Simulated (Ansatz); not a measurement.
**C2H7BSi: how energies converge with the basis set**

The task here is to estimate one member of a computed series from the others.

Method: one geometry, several basis sets; program: Ansatz 0.2.0, Gaussian basis.

The runs, in order: PBE0-D4/def2-SVP; ωB97M-V/def2-SVP; PBE0-D4/def2-QZVPP; ωB97M-V/def2-QZVPP; the functionals' def2-TZVPP values are taken from earlier runs.

## The relaxed structure

The geometry comes from an earlier relaxation with PBE0-D4 in a triple-zeta def2 set; it is a stationary point, not always the lowest conformer.

11 atoms, charge 0, spin multiplicity 1.

Atoms are counted from 1 here; the program's logs count them from 0.

Bond lengths: B1–Si2 2.090 Å, B1–C3 1.667 Å, B1–C4 1.591 Å, B1–H5 1.189 Å, B1–H6 1.280 Å, Si2–C3 1.768 Å, Si2–H7 1.481 Å, Si2–H8 1.478 Å, C3–C4 1.487 Å, C3–H9 1.081 Å, C4–H10 1.085 Å, C4–H11 1.086 Å. Angles: Si2–B1–C3 54.8°, Si2–B1–C4 93.2°, Si2–B1–H5 127.2°, Si2–B1–H6 59.2°, C3–B1–C4 54.2°, C3–B1–H5 126.5°, C3–B1–H6 108.8°, C4–B1–H5 132.4°, C4–B1–H6 109.6°, H5–B1–H6 112.4°, B1–Si2–C3 50.3°, B1–Si2–H7 118.5°, B1–Si2–H8 117.1°, C3–Si2–H7 124.3°, C3–Si2–H8 119.5°, H7–Si2–H8 112.7°, B1–C3–Si2 74.9°, B1–C3–C4 60.3° and more.

The first run:

in.yaml

```yaml
crystal:
  periodic: [false, false, false]
  atoms:
    - {symbol: B, position_ang: [-0.323513, 0.816864, -0.352924]}
    - {symbol: Si, position_ang: [-0.436947, -0.524514, 1.246456]}
    - {symbol: C, position_ang: [-0.024697, -0.820391, -0.447447]}
    - {symbol: C, position_ang: [0.993214, 0.144738, -0.940027]}
    - {symbol: H, position_ang: [-1.222168, 1.403239, -0.865427]}
    - {symbol: H, position_ang: [-0.108752, 1.207296, 0.847366]}
    - {symbol: H, position_ang: [0.556377, -0.408714, 2.339250]}
    - {symbol: H, position_ang: [-1.787002, -0.872396, 1.737987]}
    - {symbol: H, position_ang: [-0.631390, -1.410716, -1.120031]}
    - {symbol: H, position_ang: [1.114963, 0.181993, -2.017832]}
    - {symbol: H, position_ang: [1.935515, 0.225601, -0.406772]}
basis:
  gaussian: {orbitals: def2-SVP}
hamiltonian: {xc: pbe0, dispersion: d4}
output: {orbitals: {seedname: orbitals}}
```

The run is started by

```console
$ ansatz run in.yaml --threads 2 --pin off --events-out ev --progress --plain --max-ram 4352MiB
```

Among the steps run: PBE0-D4 in def2-SVP; ωB97M-V in def2-SVP; PBE0-D4 in def2-QZVPP; ωB97M-V in def2-QZVPP.

One of the session's tables, all rows but one given; the rest of the session is left out.

It belongs to the step «Density functionals: the series». 

| functional | basis | HOMO (eV) |
| --- | --- | --- |
| PBE0-D4 | def2-SVP | -6.78 |
| PBE0-D4 | def2-TZVPP | -6.79 |
| PBE0-D4 | def2-QZVPP | -6.80 |
| ωB97M-V | def2-SVP | ? |
| ωB97M-V | def2-TZVPP | -8.91 |
| ωB97M-V | def2-QZVPP | -8.91 |

Q: Estimate the row for ωB97M-V, def2-SVP from the others.

As computed: HOMO (eV): -8.87. In the column «HOMO (eV)» it lies between ωB97M-V, def2-QZVPP (-8.91) and PBE0-D4, def2-QZVPP (-6.80).
